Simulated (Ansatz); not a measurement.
# Nb3Sn: the cost of one run

Method: DFT PBEsol, scalar-relativistic, plane waves, PAW, in Ansatz 0.2.0.

1 further run of the same task is left out (set aside as unsound or not needed).

**1. The starting structure**

It takes space group Pm-3n (No. 223, cubic). Conventional cell: a = 5.259 Å, b = 5.259 Å, c = 5.259 Å, α = 90.00°, β = 90.00°, γ = 90.00°. Around Nb (site symmetry -4m2) lie 2 Nb at 2.63 Å and 4 Sn at 2.94 Å. Around Sn (site symmetry m-3) lie 12 Nb at 2.94 Å.

As a file:

```cif
data_structure
_symmetry_space_group_name_H-M 'P 1'
_symmetry_Int_Tables_number 1
_cell_length_a 5.2586
_cell_length_b 5.2586
_cell_length_c 5.2586
_cell_angle_alpha 90.000
_cell_angle_beta 90.000
_cell_angle_gamma 90.000
_cell_volume 145.41
loop_
_atom_site_label
_atom_site_type_symbol
_atom_site_fract_x
_atom_site_fract_y
_atom_site_fract_z
_atom_site_occupancy
Nb1 Nb 0.25000 0.00000 0.50000 1
Nb2 Nb 0.50000 0.75000 0.00000 1
Nb3 Nb 0.75000 0.00000 0.50000 1
Nb4 Nb 0.50000 0.25000 0.00000 1
Nb5 Nb 0.00000 0.50000 0.75000 1
Nb6 Nb 0.00000 0.50000 0.25000 1
Sn1 Sn 0.00000 0.00000 0.00000 1
Sn2 Sn 0.50000 0.50000 0.50000 1
```

This cell was relaxed beforehand with the same method: volume 18.18 Å³/atom, gap on the mesh none (metal).

**2. Electronic structure at the relaxed geometry**

Input file input.yaml:

```yaml
crystal:
  lattice:
    - [5.258571499, 0.0, 0.0]
    - [0.0, 5.258571499, 0.0]
    - [0.0, 0.0, 5.258571499]
  atoms:
    - { symbol: Nb, position: [0.25, 0.0, 0.5] }
    - { symbol: Nb, position: [0.5, 0.75, 0.0] }
    - { symbol: Nb, position: [0.75, 0.0, 0.5] }
    - { symbol: Nb, position: [0.5, 0.25, 0.0] }
    - { symbol: Nb, position: [0.0, 0.5, 0.75] }
    - { symbol: Nb, position: [0.0, 0.5, 0.25] }
    - { symbol: Sn, position: [0.0, 0.0, 0.0] }
    - { symbol: Sn, position: [0.5, 0.5, 0.5] }
basis:
  ecutwfc: 420
kpoints:
  mp_grid: { grid: [8, 8, 8] }
  band_path:
    path:
      - [[0.0, 0.0, 0.0], [0.0, 0.5, 0.0], [0.5, 0.5, 0.0], [0.0, 0.0, 0.0], [0.5, 0.5, 0.5], [0.0, 0.5, 0.0]]
      - [[0.5, 0.5, 0.5], [0.5, 0.5, 0.0]]
    npoints: 14
hamiltonian:
  xc: pbesol
scf:
  occupations: { method: gaussian, width: 0.1 }
  n_extra_bands: 20
output:
  forces: true
  stress: true
  eigenvalues: true
  populations: true
  dos: { projected: true, de: 0.02, nscf_kmesh: { grid: [12, 12, 12] } }
  bader: true
  write_density: true
  write_potential: true
  elf: true
  volumetric_format: npy
```

On the command line:

```sh
$ ansatz run input.yaml --threads 2 --pin off --max-ram 5120MiB --backend cpu --events-out ev --progress --plain --runs-dir out
```

Q: Estimate wall time and peak memory on 2 threads of Intel Xeon Platinum 8259CL at 2.50GHz (Skylake/Cascade Lake), shared host.

About 66 s, with a peak of 0.9 GiB.
